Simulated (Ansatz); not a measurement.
The system is CoSi.

```xyz
8
Lattice="4.4380 0.0000 0.0000 0.0000 4.4380 0.0000 0.0000 0.0000 4.4380" Properties=species:S:1:pos:R:3 pbc="T T T"
Co    3.8167    2.8403    1.5977
Co    2.8403    1.5977    3.8167
Co    1.5977    3.8167    2.8403
Co    0.6213    0.6213    0.6213
Si    0.6968    1.5222    2.9158
Si    1.5222    2.9158    0.6968
Si    2.9158    0.6968    1.5222
Si    3.7412    3.7412    3.7412
```

Base run:

| Item | Value |
| --- | --- |
| Program | Ansatz 0.2.0 |
| Functional | PBEsol |
| Potentials or basis | Ansatz PAW |
| Cutoff | 420 eV (not typed: the program's choice for these potentials) |
| k mesh | 5 × 5 × 5 |
| Occupations | fermi-dirac, width 0.05 eV |
| Spin | collinear spin, ferromagnetic start |
| Starting moments | [2.0, 2.0, 2.0, 2.0, 0.0, 0.0, 0.0, 0.0] μB |
| Fixed moment | 8 μB |

Its results: pressure 17.6 GPa; site moments Co +1.69; Si +0.14 μB; largest force 0.506 eV/Å.

Task: The run is repeated on the same cell with these changes: fixed moment from 8 μB to 10 μB; moments at the start from [2.0, 2.0, 2.0, 2.0, 0.0, 0.0, 0.0, 0.0] to [2.5, 2.5, 2.5, 2.5, 0.0, 0.0, 0.0, 0.0]. What comes out?

Result: Pressure 27.6 GPa; site moments Co +2.00; Si +0.21 μB; largest force 0.675 eV/Å.

Caveats: the total moment is fixed, so each spin has its own Fermi level; the PAW data sets come from PBE, with cores solved anew for the run's functional, which leaves a small shift of forces and pressure; the thresholds are loose for stress.
